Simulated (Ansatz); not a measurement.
# SrGe2Mo2: the cost of one run

Computed with Ansatz 0.2.0 (DFT PBE, scalar-relativistic, plane waves, PAW, unless a step's input says otherwise).

## (1) The system as given

The structure is orthorhombic, space group Cmmm (No. 65). Conventional cell: a = 6.144 Å, b = 6.166 Å, c = 6.198 Å, α = 90.00°, β = 90.00°, γ = 90.00°. Sr (site symmetry mmm) has 4 Mo at 3.07 to 3.08 Å and 4 Ge at 3.23 Å in its first shell of neighbours. Around Ge (site symmetry m2m) lie 1 Ge at 1.81 Å and 1 Mo at 2.18 Å. Mo (site symmetry mmm) is surrounded by 2 Ge at 2.18 Å. Mo (site symmetry mmm) has 4 Sr at 3.07 to 3.08 Å and 2 Mo at 3.10 Å in its first shell of neighbours.

As a file:

```
Sr Ge Mo
1.0
     3.07181   -3.08278    0.00000
     3.07181    3.08278    0.00000
     0.00000    0.00000    6.19813
Sr Ge Mo
1 2 2
Direct
  0.50000 0.50000 0.50000
  0.64711 0.35289 0.00000
  0.35289 0.64711 0.00000
  0.00000 0.00000 0.00000
  0.00000 0.00000 0.50000
```

Recipe of the guess: random cell by space group and Wyckoff sites (Cmmm, No. 65). Lengths come from tabulated atomic sizes and are only a guess.

## (2) The guess as it stands, on a coarse mesh

The input, input.yaml:

```yaml
crystal:
  lattice:
    - [3.07180835, -3.0827775, 0.0]
    - [3.07180835, 3.0827775, 0.0]
    - [0.0, 0.0, 6.19812631]
  atoms:
    - { symbol: Sr, position: [0.5, 0.5, 0.5] }
    - { symbol: Ge, position: [0.64711302, 0.35288698, 0.0] }
    - { symbol: Ge, position: [0.35288698, 0.64711302, 0.0] }
    - { symbol: Mo, position: [0.0, 0.0, 0.0] }
    - { symbol: Mo, position: [0.0, 0.0, 0.5] }
basis:
  ecutwfc: 420
kpoints:
  mp_grid: { grid: [4, 4, 4] }
hamiltonian:
  xc: pbe
scf:
  occupations: { method: gaussian, width: 0.1 }
  lower_state_search: "off"
output:
  forces: true
  stress: true
  eigenvalues: true
```

Started as:

```console
$ ansatz run input.yaml --threads 1 --pin off --max-ram 2560MiB --backend cpu --events-out ev --progress --plain --runs-dir out
```

**Question.** How long does this run take on 1 thread of Intel Xeon 6975P-C (Granite Rapids), shared host, and how much memory does it need?

About 2.9 s, with a peak of 0.47 GiB.
